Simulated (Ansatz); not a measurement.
# C3H7BSSi: one species, many methods

How much do the methods differ for C3H7BSSi? The plan is to run it at one geometry with functionals of several rungs and with coupled cluster, and see how far each lands from CCSD(T) at the basis-set limit for the atomisation energy.

Method: functionals in def2-TZVPP, the program's frozen cores in correlated methods; program: Ansatz 0.2.0, Gaussian basis.

The runs, in order: PBE-D4, r2SCAN-D4, PBE0-D4, B3LYP-D4, ωB97X-V, ωB97M-V, B2PLYP; CCSD(T)/def2-TZVPP; MP2/def2-QZVPP; extrapolation to the limit.

## 1. The geometry

An earlier PBE0-D4 in a triple-zeta def2 set relaxation fixed the geometry.

SMILES `S=CCB1C[SiH2]1`, 13 atoms, charge 0, spin multiplicity 1.

Atoms are counted from 1 here; the program's logs count them from 0.

Bond lengths: S1–C2 1.610 Å, C2–C3 1.482 Å, C2–H7 1.093 Å, C3–B4 1.561 Å, C3–H8 1.105 Å, C3–H9 1.092 Å, B4–C5 1.507 Å, B4–Si6 1.929 Å, C5–Si6 1.964 Å, C5–H10 1.094 Å, C5–H11 1.088 Å, Si6–H12 1.486 Å, Si6–H13 1.479 Å. Angles: S1–C2–C3 126.0°, S1–C2–H7 119.7°, C3–C2–H7 114.3°, C2–C3–B4 112.5°, C2–C3–H8 108.4°, C2–C3–H9 111.7°, B4–C3–H8 102.7°, B4–C3–H9 112.9°, H8–C3–H9 108.2°, C3–B4–C5 135.1°, C3–B4–Si6 143.1°, C5–B4–Si6 68.5°, B4–C5–Si6 66.0°, B4–C5–H10 118.6°, B4–C5–H11 124.3°, Si6–C5–H10 91.7°, Si6–C5–H11 137.1°, H10–C5–H11 111.0° and more.

## 2. PBE-D4 (GGA)

The input, in.yaml:

```yaml
crystal:
  periodic: [false, false, false]
  atoms:
    - {symbol: S, position_ang: [-1.563717, 3.321746, 0.168801]}
    - {symbol: C, position_ang: [-1.243923, 1.816121, 0.640618]}
    - {symbol: C, position_ang: [-1.222325, 0.616232, -0.228617]}
    - {symbol: B, position_ang: [0.187777, -0.051339, -0.288683]}
    - {symbol: C, position_ang: [0.804523, -1.172558, -1.085520]}
    - {symbol: Si, position_ang: [1.472189, -1.039430, 0.757154]}
    - {symbol: H, position_ang: [-0.982342, 1.619949, 1.683847]}
    - {symbol: H, position_ang: [-1.842408, -0.166875, 0.243377]}
    - {symbol: H, position_ang: [-1.635309, 0.827473, -1.217560]}
    - {symbol: H, position_ang: [1.809916, -1.032580, -1.494047]}
    - {symbol: H, position_ang: [0.237689, -1.887588, -1.678808]}
    - {symbol: H, position_ang: [1.054101, -1.960410, 1.845733]}
    - {symbol: H, position_ang: [2.944131, -0.925441, 0.668404]}
basis:
  gaussian: {orbitals: def2-TZVPP}
hamiltonian: {xc: pbe, dispersion: d4}
output: {forces: true, orbitals: {seedname: orbitals}}
```

The run is started by

```console
ansatz run in.yaml --threads 4 --pin off --events-out ev --progress --plain --max-ram 10444MiB
```

Further steps of the session: r2SCAN-D4 (meta-GGA); PBE0-D4 (hybrid); B3LYP-D4 (hybrid); ωB97X-V (range-separated); ωB97M-V (range-separated); B2PLYP (double hybrid); CCSD(T) in def2-TZVPP; MP2 in def2-QZVPP.

Before running them: what should the planned runs give, taken together? Wanted: atomisation energy, CCSD(T)/CBS; farthest; mean size of error, hybrid; mean size of error, range-separated; gap, smallest and largest; T1 diagnostic; triples share of the correlation energy.

**Answer**, as computed:

```
                               quantity                                value
        atomisation energy, CCSD(T)/CBS                        4809.2 kJ/mol
 functionals within 24.0 kJ/mol (0.5 %)                             B3LYP-D4
                               farthest               PBE-D4 (+147.3 kJ/mol)
             mean size of error, hybrid                          43.0 kJ/mol
    mean size of error, range-separated                          35.5 kJ/mol
              gap, smallest and largest  2.24 eV (PBE-D4), 8.95 eV (ωB97X-V)
                          T1 diagnostic                               0.0162
triples share of the correlation energy                                4.8 %
```

In words: PBE-D4 misses by +147.3 kJ/mol. Double hybrids carry the basis error of their MP2 part in triple zeta, and no dispersion term here, so their miss is partly the set-up's. Misses under about 24.0 kJ/mol are within the doubt on the reference itself, which lacks core-valence correlation, relativity and higher excitations. Hartree-Fock recovers 74 % of the binding; the rest is correlation. Orbital gaps span 2.2 to 8.9 eV; exact exchange widens them. The restricted reference is unstable towards a spin-broken one.
